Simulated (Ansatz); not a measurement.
CH2I, SMILES [CH2]I, an atomisation energy

With the Python package of Ansatz (0.2.0).

Notebook, run cell by cell (the value of a cell's last expression is shown):

In [1]:
```python
from collections import Counter

import ansatz as az
```

In [2]:
```python
def energy_of(molecule, charge=0, unpaired=0):
    calc = molecule.calculation().basis(gaussian='def2-SVP').correlation('ccsd_t')
    if charge:
        calc = calc.charge(charge)
    if unpaired:
        calc = calc.spin('collinear', total=unpaired)
    report = calc.run().report
    if report['published_state_doubts']:
        print('  doubts:', report['published_state_doubts'])
    return report['free_energy_ev']
```

In [3]:
```python
geometry_ang = [
    ('C', (-0.0419, -0.1941, -0.1589)),
    ('I', (0.6176, 1.0776, 1.2668)),
    ('H', (-0.799, 0.2362, -0.9383)),
    ('H', (0.2788, -1.18, -0.1899)),
]
geometry = az.Crystal.molecule()
for symbol, xyz in geometry_ang:
    geometry = geometry.atom(symbol, xyz)

# Hund ground states
unpaired = {'C': 2, 'I': 1, 'H': 1}
counts = Counter(site.symbol for site in geometry.cartesian_sites)
atom_energy = {s: energy_of(az.Crystal.molecule().atom(s, (0, 0, 0)), 0, unpaired[s]) for s in counts}
whole = energy_of(geometry, 0, 1)
for s, e in atom_energy.items():
    print(f'{s:2s} x{counts[s]}  {e:14.5f} eV')
print(f'CH2I: {whole:.5f} eV')
split = sum(counts[s] * e for s, e in atom_energy.items()) - whole
print(f'atomisation energy (no zero-point term): {23.060548 * split:.1f} kcal/mol, {split / sum(counts.values()):.3f} eV an atom')
```
```text
C  x1     -1026.28847 eV
I  x1     -8075.22689 eV
H  x2       -13.58606 eV
CH2I: -9139.25023 eV
atomisation energy (no zero-point term): 243.6 kcal/mol, 2.641 eV an atom
```

243.6 kcal/mol from the electronic energies, without the zero-point term.

Notes:
- Total energies depend on the basis set; only differences at equal settings carry meaning.
- The geometry is a force-field or estimated start, not a minimum of this method, and the basis set is short of its limit. All parts are taken at fixed geometry, without zero-point energy.
- def2 sets replace the cores of elements past krypton by effective core potentials.
- The species is open-shell (spin multiplicity 2).
- In double-zeta sets correlated atomisation energies come out some 10 to 15 % low.
- The spin-orbit lowering of heavy atoms is left out.
- Hardware and time: 4.3 s on 1 thread of Arm Neoverse V2 (shared host), peak memory 0.23 GiB.
